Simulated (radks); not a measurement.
# La with its nuclear charge varied continuously

An exercise on one series of results from a longer session: the logs are not shown, and one member is left open.

Program: radks (a radial shooting solver on a logarithmic mesh, Libxc functionals) version 1. Level of theory: Dirac Kohn-Sham, PBEsol, spin-unpolarised, spherical densities, point nucleus; open shells fill j = l - 1/2 first. These are calculated values, not measurements, unless marked.

### The system

- element: lanthanum (Z = 57)
- charge: 0
- electrons: 57
- configuration: [Xe] 5d1 6s2

The first run:

The run's settings:

```text
Z 57
configuration [Xe] 5d1 6s2
relativity Dirac
functional pbe_sol,pbe_sol
spin unpolarised
j_filling energy
nucleus point
c 137.035999084
```

Among the steps run: Z = 57.

One table of the session follows, with a row left open; its other results are not shown here.

It belongs to the step «Z = 57». Sizes of the orbitals, from the radial functions (bohr):

| level | <r> | outermost maximum (interpolated) | 90 % within | nodes |
| --- | --- | --- | --- | --- |
| 4d3/2 | 0.7624 | 0.668 | 1.15 | 1 |
| 4d5/2 | 0.7721 | 0.676 | 1.16 | 1 |
| 5s1/2 | 1.557 | 1.41 | 2.24 | 4 |
| 5p1/2 | 1.750 | 1.54 | 2.55 | 3 |
| 5p3/2 | 1.831 | 1.61 | 2.67 | 3 |
| 6s1/2 | 4.405 | 3.81 | 6.44 | 5 |
| 5d3/2 | ? | ? | ? | ? |
| 5d5/2 | 3.036 | 2.24 | 4.85 | 2 |

Q: Estimate the row for 5d3/2 from the others.

The run gave: <r>: 2.968; outermost maximum (interpolated): 2.20; 90 % within: 4.74; nodes: 2. In the column «<r>» it lies between 5p3/2 (1.831) and 5d5/2 (3.036).
